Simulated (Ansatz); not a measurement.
Set up this calculation in Ansatz 0.2.0, as the native input.

```yaml
Task: band structure
Functional: PBEsol
Potentials_or_basis: Ansatz PAW
Cutoff: "420 eV (not typed: the program's choice for these potentials)"
k_mesh: 6 × 6 × 10
Occupations: fermi-dirac, width 0.05 eV
Spin: no spin polarisation
Path: "[[\"G\", \"X\", \"M\", \"G\", \"Z\", \"R\", \"A\", \"Z\"], [\"X\", \"R\"], [\"M\", \"A\"]]"
Points_for_each_segment_of_the_path: 14
```

The system is MoN2.

```
CELL_PARAMETERS angstrom
4.34805 0.00000 0.00000
0.00000 4.34805 0.00000
0.00000 0.00000 2.76746
ATOMIC_POSITIONS crystal
Mo 0.00000 0.00000 0.00000
Mo 0.50000 0.50000 0.00000
N 0.61165 0.88835 0.50000
N 0.38835 0.11165 0.50000
N 0.11165 0.61165 0.50000
N 0.88835 0.38835 0.50000
```

Measurements of this composition are mostly on another form, of space group No. 160.

One way to write it, as run:

input.yaml

```yaml
crystal:
  lattice:
    - [4.348053, 0.0, 0.0]
    - [0.0, 4.348053, 0.0]
    - [0.0, 0.0, 2.76746]
  atoms:
    - { symbol: Mo, position: [0.0, 0.0, 0.0] }
    - { symbol: Mo, position: [0.5, 0.5, 0.0] }
    - { symbol: "N", position: [0.611647, 0.888353, 0.5] }
    - { symbol: "N", position: [0.388353, 0.111647, 0.5] }
    - { symbol: "N", position: [0.111647, 0.611647, 0.5] }
    - { symbol: "N", position: [0.888353, 0.388353, 0.5] }
hamiltonian:
  xc: pbesol
  pseudopotentials: { kind: paw }
kpoints:
  mp_grid: { grid: [6, 6, 10] }
  band_path:
    path:
      - [[0.0, 0.0, 0.0], [0.0, 0.5, 0.0], [0.5, 0.5, 0.0], [0.0, 0.0, 0.0], [0.0, 0.0, 0.5], [0.0, 0.5, 0.5], [0.5, 0.5, 0.5], [0.0, 0.0, 0.5]]
      - [[0.0, 0.5, 0.0], [0.0, 0.5, 0.5]]
      - [[0.5, 0.5, 0.0], [0.5, 0.5, 0.5]]
    npoints: 14
scf:
  occupations: { method: fermi_dirac, width: 0.05 }
  n_extra_bands: 15
output:
  forces: true
  stress: true
  eigenvalues: true
  fatbands: true
```

Potentials or basis: Ansatz PAW.

The run is started by

```sh
$ ansatz run input.yaml --threads 2 --pin off --max-ram 5632MiB --backend cpu --events-out ev --progress --plain --runs-dir out
```

Results of the run:

```json
{
  "Pressure": "-14.1 GPa",
  "Largest force": "0.034 eV/Å",
  "Band gap on the k mesh": "none (metal or under the smearing width)"
}
```

Caveat: the pressure holds a Pulay correction of +0.7 GPa for the finite cutoff; the PAW data sets come from PBE, with cores solved anew for the run's functional, which leaves a small shift of forces and pressure.

Run time: 9 s on 2 threads of Arm Neoverse V1, on a shared host, peak memory 0.37 GiB.
